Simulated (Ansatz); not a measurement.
# IrAu3: the cost of one run

Computed with Ansatz 0.2.0 (DFT PBE, scalar-relativistic, plane waves, PAW, unless a step's input says otherwise).

### Step 1. Starting point

It takes space group Fm-3m (No. 225, cubic). The conventional cell has a = 6.349 Å, b = 6.349 Å, c = 6.349 Å, α = 90.00°, β = 90.00°, γ = 90.00°. Ir (site symmetry m-3m) is surrounded by 8 Au at 2.75 Å. Around Au (site symmetry -43m) lie 4 Au at 2.75 Å and 4 Ir at 2.75 Å. Au (site symmetry m-3m) has 8 Au at 2.75 Å as nearest neighbours.

Coordinates:

```
CELL_PARAMETERS angstrom
0.00000 3.17439 3.17439
3.17439 0.00000 3.17439
3.17439 3.17439 0.00000
ATOMIC_POSITIONS crystal
Ir 0.00000 0.00000 0.00000
Au 0.75000 0.75000 0.75000
Au 0.50000 0.50000 0.50000
Au 0.25000 0.25000 0.25000
```

A structure generator made this guess: ordered superstructure of bcc (Fm-3m, No. 225). Its size is a rough estimate.

### Step 2. A first look at the guess

Contents of input.yaml:

```yaml
crystal:
  lattice:
    - [0.0, 3.17438611, 3.17438611]
    - [3.17438611, 0.0, 3.17438611]
    - [3.17438611, 3.17438611, 0.0]
  atoms:
    - { symbol: Ir, position: [0.0, 0.0, 0.0] }
    - { symbol: Au, position: [0.75, 0.75, 0.75] }
    - { symbol: Au, position: [0.5, 0.5, 0.5] }
    - { symbol: Au, position: [0.25, 0.25, 0.25] }
basis:
  ecutwfc: 420
kpoints:
  mp_grid: { grid: [6, 6, 6] }
hamiltonian:
  xc: pbe
scf:
  occupations: { method: gaussian, width: 0.1 }
  lower_state_search: "off"
output:
  forces: true
  stress: true
  eigenvalues: true
```

The run is started by

```sh
> ansatz run input.yaml --threads 1 --pin off --max-ram 2048MiB --backend cpu --events-out ev --progress --plain --runs-dir out
```

**Question.** How long does this run take on 1 thread of Arm Neoverse V2, shared host, and how much memory does it need?

About 1.9 s, with a peak of 0.34 GiB.
